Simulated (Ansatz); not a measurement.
# AlBrClH (SMILES [Cl][AlH][Br]): one structure at several levels

The task here is to estimate one member of a computed series from the others.

Computed with Ansatz 0.2.0, Gaussian basis. Level: single points in def2-TZVPP.

Correlated methods freeze the cores. Filled d shells of the heavier atoms are correlated.

**The system as given**

SMILES `[Cl][AlH][Br]`, 4 atoms, charge 0, spin multiplicity 1.

Atoms are counted from 1 here; the program's logs count them from 0.

Bond lengths: Cl1–Al2 2.018 Å, Al2–Br3 2.290 Å, Al2–H4 1.561 Å. Angles: Cl1–Al2–Br3 125.8°, Cl1–Al2–H4 121.3°, Br3–Al2–H4 112.9°.

Coordinates:

```
Cl   -1.9816    0.1406   -0.5643
Al   -0.0334    0.1198   -0.0392
Br    1.1469   -1.7143    0.6586
H     0.8177    1.4287   -0.0287
```

The first run:

run/in.yaml

```yaml
crystal:
  periodic: [false, false, false]
  atoms:
    - {symbol: Cl, position_ang: [-1.981600, 0.140600, -0.564300]}
    - {symbol: Al, position_ang: [-0.033400, 0.119800, -0.039200]}
    - {symbol: Br, position_ang: [1.146900, -1.714300, 0.658600]}
    - {symbol: H, position_ang: [0.817700, 1.428700, -0.028700]}
basis:
  gaussian: {orbitals: def2-TZVPP}
correlation: {method: ccsd_t}
output: {forces: true}
```

No record of the launch command was kept for these runs.

Among the steps run: CCSD(T)/def2-TZVPP; PBE0-D4/def2-TZVPP; wB97M-V/def2-TZVPP; r2SCAN-D4/def2-TZVPP; PBE-D4/def2-TZVPP; revPBE-D4/def2-TZVPP; r2SCANh-D4/def2-TZVPP.

One table of the session follows, with a row left open; its other results are not shown here.

| method | RMS force component (eV/Å) | angle to CCSD(T) forces (°) | dipole (D) |
| --- | --- | --- | --- |
| CCSD(T) | 0.704 | reference | 0.84 |
| PBE0-D4 | 0.644 | 3.3 | 0.86 |
| wB97M-V | ? | ? | ? |
| r2SCAN-D4 | 0.657 | 1.9 | 0.83 |
| PBE-D4 | 0.681 | 7.6 | 0.78 |
| revPBE-D4 | 0.712 | 10.2 | 0.77 |
| r2SCANh-D4 | 0.649 | 3.5 | 0.86 |

Q: Estimate the row for wB97M-V from the others.

The run gave: RMS force component (eV/Å): 0.680; angle to CCSD(T) forces (°): 4.2; dipole (D): 0.91. In the column «RMS force component (eV/Å)» it lies between r2SCAN-D4 (0.657) and PBE-D4 (0.681).
